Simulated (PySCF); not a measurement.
# NaBe+: bond curves at several levels of theory

The task here is to estimate one member of a computed series from the others.

The runs use PySCF 2.14.0; Na def2-SVPD, Be def2-SVPD, no relativity.

The first run:

The job is set up so:

```json
{
 "atoms": "Na, Be",
 "charge": "1",
 "basis": "Na def2-SVPD, Be def2-SVPD",
 "Hamiltonian": "no relativity",
 "basis functions": "30",
 "electrons treated": "14",
 "masses in u": "22.9898, 9.0122",
 "levels": "PBE0, PBE, r²SCAN, TPSSh, M06, B97-3, LC-ωPBE, HF, MP2, SCS-MP2, CCSD, CCSD(T)",
 "grid": "80 radial by 434 angular points",
 "occupations": "held fixed by the projection of orbital angular momentum",
 "dissociation limit": "Na+ + Be, each in its ground configuration",
 "starting distance in angstrom": "2.635",
 "values of 2S to try": "0, 2"
}
```

The run is started by

```sh
> OMP_NUM_THREADS=1 python dia.py task.json out
```

Among the steps run: Set-up; PBE0 along the bond; Higher solutions at PBE0; PBE (GGA); r²SCAN; TPSSh (hybrid meta-GGA); M06 (hybrid meta-GGA); B97-3; LC-ωPBE (range-separated hybrid); RHF (mean field); Correlated methods on the Hartree–Fock reference.

One of the session's tables, all rows but one given; the rest of the session is left out.

Energy (eV) from each level's lowest point:

```
R (Å)    RHF  RHF-MP2  RHF-SCS-MP2  RHF-CCSD  RHF-CCSD(T)
2.571  0.197    0.193        0.194       n/a          n/a
2.691  0.103    0.101        0.102     0.104        0.104
2.811      ?        ?            ?         ?            ?
2.900  0.020    0.019        0.019     0.022        0.022
2.990  0.005    0.005        0.005     0.007        0.007
3.080  0.000    0.000        0.000     0.000        0.000
3.199  0.003    0.003        0.003     0.001        0.001
3.349  0.019    0.019        0.018     0.013        0.013
3.528  0.047    0.047        0.046     0.036        0.036
3.767  0.092    0.090        0.089       n/a          n/a
```

**Question.** Estimate the row for R (Å) = 2.811.

Worked estimate for «RHF». A straight line through the neighbours (2.691, 0.103) and (2.900, 0.020) gives 0.103 + (0.020 − 0.103) × (2.811 − 2.691) / (2.900 − 2.691) = 0.055; a parabola fitted to 4 rows on both sides gives 0.044.

The run gave: RHF: 0.045; RHF-MP2: 0.044; RHF-SCS-MP2: 0.045; RHF-CCSD: 0.048; RHF-CCSD(T): 0.048. In «RHF» the line misses by +0.010 and the parabola by -0.001.
